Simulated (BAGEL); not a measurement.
# One shape, several levels: triplet GeH2S

Wanted: a comparison of 6 runs (UHF/STO-3G, UHF/3-21G, ROHF/6-31G*, UHF/6-31G*, ROHF/cc-pVTZ, CASPT2(12,10)/6-31G*) of triplet GeH2S. 

The calculation is run with BAGEL 1.2.2.

3 further runs of the same task are left out: 2 that didn't finish, 1 set aside as unsound or not needed.

## (1) Starting point

The species is GeH2S (4 atoms), meant as a triplet with charge 0. SMILES of the parent species: `[SH][GeH]`. The shape is that of a PBE0-D4/def2-TZVP optimisation. That shape belongs to the parent species and isn't relaxed for this state.

Bond lengths: S1–Ge2 2.225 Å, S1–H3 1.342 Å, Ge2–H4 1.595 Å. Angles: S1–Ge2–H4 93.7°, Ge2–S1–H3 100.2°.

## (2) The energy at UHF/STO-3G (density fitting with qzvpp-jkfit) (run 1)

The input, calc.json:

```json
{ "bagel" : [

{
  "title" : "molecule",
  "basis" : "sto-3g",
  "df_basis" : "qzvpp-jkfit",
  "angstrom" : "true",
  "geometry" : [
    { "atom" : "S", "xyz" : [      -0.443300,      -1.201800,       0.271700 ] },
    { "atom" : "Ge", "xyz" : [      -0.841700,       0.737900,      -0.743600 ] },
    { "atom" : "H", "xyz" : [       0.779200,      -0.962100,       0.771200 ] },
    { "atom" : "H", "xyz" : [       0.561200,       1.365900,      -0.319400 ] }
  ]
},

{ "title" : "uhf", "nopen" : 2 },

{ "title" : "print", "file" : "orbitals.molden", "orbitals" : "true" }

]}
```

The run is started by

```sh
BAGEL_NUM_THREADS=1 BAGEL calc.json > calc.out
```

The program printed:

```text
* using 1 threads per process

  ===============================================================
  ===============================================================

  *** Geometry ***

  { "atom" : "S", "xyz" : [     -0.837716,     -2.271073,      0.513439 ] },
  { "atom" : "Ge", "xyz" : [     -1.590582,      1.394429,     -1.405200 ] },
  { "atom" : "H", "xyz" : [      1.472475,     -1.818106,      1.457357 ] },
  { "atom" : "H", "xyz" : [      1.060514,      2.581177,     -0.603579 ] },

  Number of auxiliary basis functions:      430

  Since a DF basis is specified, we compute 2- and 3-index integrals:
    o Being stored without compression. Storage requirement is 0.003 GB

  Number of basis functions:       29
  Number of electrons      :       50

    * METHOD: MOLECULE                             0.10

  *** Open-shell HF ***

  === Nuclear Repulsion ===
   147.9479275507

      * DIIS with orbital gradients will be used.

  === UHF iteration (sto-3g) ===
      0      -2445.96423183          0.01435574           0.03
      1      -2445.99263629          0.00397754           0.03
      2      -2445.99629686          0.00202908           0.03
[... 12 lines of this table left out ...]
     15      -2445.99828704          0.00000000           0.03
    * SCF iteration converged.

    * S^2 (UHF) is 2.0051

    * Permanent dipole moment:
           (    0.211483,    -0.613925,     0.363329) a.u.

    * METHOD: UHF                                  0.59

    * METHOD: PRINT                                0.00

  ===============================================================
```

Run time: 0.84 s. Hardware: 1 thread of Arm Neoverse V2, shared host; peak memory 0.14 GiB.

## (3) The energy at UHF/3-21G (density fitting with qzvpp-jkfit) (run 2)

The input, input.json:

```json
{ "bagel" : [

{
  "title" : "molecule",
  "basis" : "3-21g",
  "df_basis" : "qzvpp-jkfit",
  "angstrom" : true,
  "geometry" : [
    { "atom" : "S", "xyz" : [   -0.443300,   -1.201800,    0.271700 ] },
    { "atom" : "Ge", "xyz" : [   -0.841700,    0.737900,   -0.743600 ] },
    { "atom" : "H", "xyz" : [    0.779200,   -0.962100,    0.771200 ] },
    { "atom" : "H", "xyz" : [    0.561200,    1.365900,   -0.319400 ] }
  ]
},
{
  "title" : "uhf",
  "nopen" : 2
},
{
  "title" : "print",
  "file" : "orbitals.molden",
  "orbitals" : true
}

]}
```

The run is started by

```sh
BAGEL_NUM_THREADS=1 BAGEL input.json > input.out
```

The program printed:

```text
* using 1 threads per process

  ===============================================================
  ===============================================================

  *** Geometry ***

  { "atom" : "S", "xyz" : [     -0.837716,     -2.271073,      0.513439 ] },
  { "atom" : "Ge", "xyz" : [     -1.590582,      1.394429,     -1.405200 ] },
  { "atom" : "H", "xyz" : [      1.472475,     -1.818106,      1.457357 ] },
  { "atom" : "H", "xyz" : [      1.060514,      2.581177,     -0.603579 ] },

  Number of auxiliary basis functions:      430

  Since a DF basis is specified, we compute 2- and 3-index integrals:
    o Being stored without compression. Storage requirement is 0.005 GB

  Number of basis functions:       39
  Number of electrons      :       50

    * METHOD: MOLECULE                             0.10

  *** Open-shell HF ***

  === Nuclear Repulsion ===
   147.9479275507

      * DIIS with orbital gradients will be used.

  === UHF iteration (3-21g) ===
      0      -2461.94351554          0.01952431           0.05
      1      -2461.98402048          0.00607183           0.05
      2      -2461.98870551          0.00254677           0.05
[... 14 lines of this table left out ...]
     17      -2461.99038798          0.00000001           0.04
    * SCF iteration converged.

    * S^2 (UHF) is 2.0044

    * Permanent dipole moment:
           (   -0.021797,    -1.047980,     0.432066) a.u.

    * METHOD: UHF                                  0.90

    * METHOD: PRINT                                0.00

  ===============================================================
```

Run time: 1.2 s. Hardware: 1 thread of Arm Neoverse V2, shared host; peak memory 0.14 GiB.

## (4) The energy at ROHF/6-31G(d) (density fitting with qzvpp-jkfit, spherical functions) (run 3)

The input, job.json:

```json
{ "bagel" : [

{
  "title" : "molecule",
  "basis" : "6-31gs.json",
  "df_basis" : "qzvpp-jkfit",
  "angstrom" : true,
  "geometry" : [
    { "atom" : "S", "xyz" : [      -0.443300,      -1.201800,       0.271700 ] },
    { "atom" : "Ge", "xyz" : [      -0.841700,       0.737900,      -0.743600 ] },
    { "atom" : "H", "xyz" : [       0.779200,      -0.962100,       0.771200 ] },
    { "atom" : "H", "xyz" : [       0.561200,       1.365900,      -0.319400 ] }
  ]
},

{
  "title" : "rohf",
  "nopen" : 2
},

{
  "title" : "print",
  "file" : "orbitals.molden",
  "orbitals" : true
}

]}
```

The basis set 6-31G* is read from a file made from the Basis Set Exchange's data (not shown).

The run is started by

```sh
BAGEL_NUM_THREADS=1 BAGEL job.json > job.out
```

The program printed:

```text
* using 1 threads per process

  ===============================================================
  ===============================================================

  *** Geometry ***

  { "atom" : "S", "xyz" : [     -0.837716,     -2.271073,      0.513439 ] },
  { "atom" : "Ge", "xyz" : [     -1.590582,      1.394429,     -1.405200 ] },
  { "atom" : "H", "xyz" : [      1.472475,     -1.818106,      1.457357 ] },
  { "atom" : "H", "xyz" : [      1.060514,      2.581177,     -0.603579 ] },

  Number of auxiliary basis functions:      430

  Since a DF basis is specified, we compute 2- and 3-index integrals:
    o Being stored without compression. Storage requirement is 0.010 GB

  Number of basis functions:       54
  Number of electrons      :       50

    * METHOD: MOLECULE                             0.14

  *** Open-shell HF ***

  === Nuclear Repulsion ===
   147.9479275507

      * DIIS with orbital gradients will be used.

  === ROHF iteration (6-31gs.json) ===
      0      -2473.63925412          0.01573003           0.07
      1      -2473.67729250          0.00605491           0.07
      2      -2473.68436518          0.00297460           0.07
[... 13 lines of this table left out ...]
     16      -2473.68777210          0.00000001           0.07
    * SCF iteration converged.

    * S^2 (ROHF) is 2.0000

    * Permanent dipole moment:
           (   -0.061475,    -0.693620,     0.262848) a.u.

    * METHOD: ROHF                                 1.30

    * METHOD: PRINT                                0.01

  ===============================================================
```

Run time: 1.6 s. Hardware: 1 thread of Arm Neoverse V2, shared host; peak memory 0.14 GiB.

Runs 4 to 5 aren't shown in full; the table further down has their settings and results.

## (5) The energy at CASPT2(12,10)/6-31G(d) (density fitting with qzvpp-jkfit, spherical functions) (run 6)

The input, job.json:

```json
{ "bagel": [

{
  "title": "molecule",
  "basis": "6-31gs.json",
  "df_basis": "qzvpp-jkfit",
  "angstrom": true,
  "geometry": [
    { "atom": "S", "xyz": [      -0.443300,      -1.201800,       0.271700 ] },
    { "atom": "Ge", "xyz": [      -0.841700,       0.737900,      -0.743600 ] },
    { "atom": "H", "xyz": [       0.779200,      -0.962100,       0.771200 ] },
    { "atom": "H", "xyz": [       0.561200,       1.365900,      -0.319400 ] }
  ]
},

{ "title": "hf" },

{ "title": "casscf", "nstate": 1, "nact": 10, "nclosed": 19, "nspin": 2, "maxiter": 200, "natocc": true },

{ "title": "print", "file": "orbitals.molden", "orbitals": true },

{ "title": "smith", "method": "caspt2", "ms": true, "xms": true, "sssr": true, "shift": 0.0, "ncore": 14 }

]}
```

The basis set 6-31G* is read from a file made from the Basis Set Exchange's data (not shown).

The run is started by

```sh
BAGEL_NUM_THREADS=1 BAGEL job.json > job.out
```

The program printed:

```text
* using 1 threads per process

  ===============================================================
  ===============================================================

  *** Geometry ***

  { "atom" : "S", "xyz" : [     -0.837716,     -2.271073,      0.513439 ] },
  { "atom" : "Ge", "xyz" : [     -1.590582,      1.394429,     -1.405200 ] },
  { "atom" : "H", "xyz" : [      1.472475,     -1.818106,      1.457357 ] },
  { "atom" : "H", "xyz" : [      1.060514,      2.581177,     -0.603579 ] },

[... 23 lines left out ...]
    * SCF iteration converged.
[... 1 line left out ...]
    * Permanent dipole moment:
[... 22 lines left out ...]
    * Second-order optimization converged. *
[... 11 lines left out ...]
     * ci vector, state   0, <S^2> = 2.0000
[... 17 lines left out ...]
    * Zeroth order energy : state  0       -6.1539494963

    * CASPT2 iteration is performed using redundant basis

      ---- iteration ----

        0    -0.30203181     0.00625602      0.22
        1    -0.30317786     0.00070862      0.22
        2    -0.30321041     0.00009838      0.23
        3    -0.30321084     0.00001310      0.22
        4    -0.30321086     0.00000248      0.22
        5    -0.30321086     0.00000033      0.22

      -------------------

    * CASPT2 energy : state  0    -2474.0449611115
        reference weight              0.9198610954

    * METHOD: SMITH                               10.40

  ===============================================================
```

Run time: 25 s. Hardware: 1 thread of Arm Neoverse V2, shared host; peak memory 3.5 GiB.

## (6) Overview of the runs

| run | level | iteration cap | active rule | energy (Eh) | dipole moment (D) | ⟨S²⟩ | wall time |
| --- | --- | --- | --- | --- | --- | --- | --- |
| 1 | UHF/STO-3G (density fitting with qzvpp-jkfit) | – | – | -2445.998287 | 1.89 | 2.005 | 0.84 s |
| 2 | UHF/3-21G (density fitting with qzvpp-jkfit) | – | – | -2461.990388 | 2.88 | 2.004 | 1.2 s |
| 3 | ROHF/6-31G* (density fitting with qzvpp-jkfit, spherical functions) | – | – | -2473.687772 | 1.89 | 2.000 | 1.6 s |
| 4 | UHF/6-31G* (density fitting with qzvpp-jkfit, spherical functions) | – | – | -2473.690150 | 1.88 | 2.006 | 1.9 s |
| 5 | ROHF/cc-pVTZ (density fitting with qzvpp-jkfit) | – | – | -2474.061199 | 1.50 | 2.000 | 3.6 s |
| 6 | CASPT2(12,10)/6-31G* (density fitting with qzvpp-jkfit, spherical functions) | 200 | valence | -2474.044961 | – | – | 25 s |

## (7) Summary of results

| quantity | value |
| --- | --- |
| run 6: total energy | -2474.04496 Eh |

Over runs 1, 2, 3, 4, 5 the dipole moment (its size) runs from 1.50 D (ROHF/cc-pVTZ) to 2.88 D (UHF/3-21G). The two ends differ in method and basis. In run 1 the basis is minimal, so the values are rough. All runs together took 34 s, the longest 25 s.
